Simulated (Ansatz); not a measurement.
# CuMo: the cost of one run

Program: Ansatz 0.2.0. Level of theory: DFT PBE, scalar-relativistic, plane waves, PAW. These are calculated values, not measurements.

1 further run of the same task is left out (it didn't finish).

### Step 1. The system as given

Symmetry: P4/mmm, No. 123, tetragonal system. The conventional cell has a = 2.836 Å, b = 2.836 Å, c = 3.986 Å, α = 90.00°, β = 90.00°, γ = 90.00°. Cu (site symmetry 4/mmm) is surrounded by 8 Mo at 2.83 Å and 4 Cu at 2.84 Å. Mo (site symmetry 4/mmm) has 8 Cu at 2.83 Å and 4 Mo at 2.84 Å as nearest neighbours.

As a file:

```cif
data_structure
_symmetry_space_group_name_H-M 'P 1'
_symmetry_Int_Tables_number 1
_cell_length_a 2.8363
_cell_length_b 2.8363
_cell_length_c 3.9863
_cell_angle_alpha 90.000
_cell_angle_beta 90.000
_cell_angle_gamma 90.000
_cell_volume 32.07
loop_
_atom_site_label
_atom_site_type_symbol
_atom_site_fract_x
_atom_site_fract_y
_atom_site_fract_z
_atom_site_occupancy
Cu1 Cu 0.00000 0.00000 0.00000 1
Mo1 Mo 0.50000 0.50000 0.50000 1
```

Recipe of the guess: species swapped into a database cell of FeNi (P4/mmm, No. 123), with Cu on the Fe sites and Mo on the Ni sites. The dimensions are guesses.

### Step 2. Probe: one point on a coarse mesh

input.yaml reads:

```yaml
crystal:
  lattice:
    - [2.83629551, 0.0, 0.0]
    - [0.0, 2.83629551, 0.0]
    - [0.0, 0.0, 3.98628934]
  atoms:
    - { symbol: Cu, position: [0.0, 0.0, 0.0] }
    - { symbol: Mo, position: [0.5, 0.5, 0.5] }
basis:
  ecutwfc: 420
kpoints:
  mp_grid: { grid: [6, 6, 4] }
hamiltonian:
  xc: pbe
scf:
  occupations: { method: gaussian, width: 0.1 }
  lower_state_search: "off"
output:
  forces: true
  stress: true
  eigenvalues: true
```

Started as:

```bash
ansatz run input.yaml --threads 1 --pin off --max-ram 2560MiB --backend cpu --events-out ev --progress --plain --runs-dir out
```

**Question.** How long does this run take on 1 thread of Arm Neoverse V2, shared host, and how much memory does it need?

About 1 s, with a peak of 0.29 GiB.
